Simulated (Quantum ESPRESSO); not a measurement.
# GaF in Quantum ESPRESSO: convergence with smearing width

Input of the first run (smearing width 0.5 eV); the others differ in this setting and in those tied to it:

File pw.in:

```
&CONTROL
  calculation = 'scf'
  prefix = 'pwscf'
  outdir = './tmp'
  pseudo_dir = './pseudo'
  tprnfor = .true.
  tstress = .true.
  disk_io = 'nowf'
/
&SYSTEM
  ibrav = 0
  nat = 2
  ntyp = 2
  ecutwfc = 56
  ecutrho = 448
  nbnd = 20
  occupations = 'smearing'
  smearing = 'mv'
  degauss = 0.03674932
/
&ELECTRONS
  conv_thr = 4d-10
  electron_maxstep = 120
  mixing_beta = 0.5
/
ATOMIC_SPECIES
Ga    69.7230 ga_pbe_v1.4.uspp.F.UPF
F     18.9984 f_pbe_v1.4.uspp.F.UPF
CELL_PARAMETERS angstrom
   3.1659200000    0.0000000000    0.0000000000
   0.0000000000    3.1659200000    0.0000000000
   0.0000000000    0.0000000000    3.1659200000
ATOMIC_POSITIONS crystal
Ga     0.0000000000    0.0000000000    0.0000000000
F      0.5000000000    0.5000000000    0.5000000000
K_POINTS automatic
8 8 8 0 0 0
```

Potentials or basis: GBRV 1.5 PBE.

Run with:

```console
$ OMP_NUM_THREADS=1 pw.x -in pw.in > pw.out
```

The cell was built by a generator and needn't be a form met in nature.

Hardware: 1 thread of Arm Neoverse V2, with other jobs on the host.

```
smearing width  energy less the tightest run, at zero smearing (meV/atom)  pressure (GPa)  SCF cycles  CPU time (s)  peak memory (GiB)
        0.5 eV                                                      21.66            0.38          10            15               0.17
        0.3 eV                                                      -0.03           -0.06          10            15               0.17
        0.2 eV                                                       0.02           -0.03          10            15               0.17
      0.136 eV                                                       0.02           -0.02          10            15               0.17
        0.1 eV                                                       0.81           -0.01          10            14               0.17
       0.05 eV                                                       0.00           -0.02          10            15               0.17
      0.025 eV                                                       0.00           -0.02          10            15               0.17
       0.01 eV                                                       0.00           -0.02          10            15               0.17
```

Against the tightest run, the energy stays within 1 meV/atom from 0.3 eV on; the pressure stays within 0.1 GPa from 0.3 eV on. The tightest run that finished is the yardstick and may itself not be fully converged.

Caveat, for the tightest run too: this smearing can shift energies of a crystal with a gap.
